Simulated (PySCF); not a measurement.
# WO₃: structure of the singlet

The task is one start of a wider search on WO₃: the singlet, from a trigonal pyramidal start. It is relaxed, tested by its Hessian and followed downhill if it is a saddle.

The runs use PySCF 2.14.0; PBE0, basis W def2-TZVP with ECP60, O def2-TZVP, scalar-relativistic core potentials, no spin–orbit coupling, density fitting.

**1. Starting geometry**

4 atoms, charge 0, spin multiplicity 1.

Bond lengths: W1–O2 1.770 Å, W1–O3 1.770 Å, W1–O4 1.770 Å. Angles: O2–W1–O3 99.8°, O2–W1–O4 99.8°, O3–W1–O4 99.7°.

```xyz
4
charge 0 multiplicity 1
W     0.0000    0.0000    0.0000
O     1.5628    0.0000    0.8310
O    -0.7814    1.3534    0.8310
O    -0.7814   -1.3534    0.8310
```

**2. The SCF at the typed geometry**

One driver script runs all steps and calls PySCF; scf.py shows how it sets up the SCF of each step. The optimiser is the driver's own. After this first run the driver tries any further starts and a stability analysis.

Input file scf.py:

```python
from pyscf import gto, scf, dft
mol = gto.M(atom='''
W      0.000000     0.000000     0.000000
O      1.562800     0.000000     0.831000
O     -0.781400     1.353400     0.831000
O     -0.781400    -1.353400     0.831000''',
    basis={'W': 'def2-TZVP', 'O': 'def2-TZVP'},
    ecp={'W': 'def2-TZVP'},
    charge=0, spin=0)
mf = dft.RKS(mol, xc='PBE0')
mf.grids.atom_grid = (50, 194)
aux = {'W': 'def2-universal-JKFIT', 'O': 'def2-universal-JKFIT'}
mf = mf.density_fit(auxbasis=aux)
mf.conv_tol = 1e-08
mf.diis_space = 10
mf.max_cycle = 60
mf.init_guess = 'minao'
mf.verbose = 4
mf.kernel()
```

Run with:

```sh
$ OMP_NUM_THREADS=4 python axn.py task.json out
```

The runs that follow: Relaxation: trigonal pyramidal start, singlet; Vibrations and properties at this point.

**Question.** What will these runs give? Wanted: minimum; geometry; wavenumbers; dipole moment; highest occupied, lowest empty level; polar-tensor charge of W1; zero-point energy; atomisation energy.

**Answer**, as computed:

| quantity | value |
| --- | --- |
| minimum | singlet, C3v |
| geometry | W–O 1.716 Å (×3); O–W–O 107.5° (×3) |
| wavenumbers (cm⁻¹) | 286 (a1), 348 (e), 970 (e), 1053 (a1) |
| dipole moment | 5.78 D |
| highest occupied, lowest empty level | -8.91, -4.87 eV |
| polar-tensor charge of W1 | +2.00 e |
| zero-point energy | 23.8 kJ/mol |
| entropy at 298.15 K | 289.5 J/(mol K) |
| atomisation energy (no zero-point energy) | 1906 kJ/mol |

The molecule stays C3v, as typed, and the end point is a minimum. In the infrared the band at 970 cm⁻¹ (e, stretch) leads. With 5.8 D the molecule is strongly polar. Other starts or spin states, not run here, may lie lower. With an element this heavy the missing spin–orbit coupling can shift these numbers.
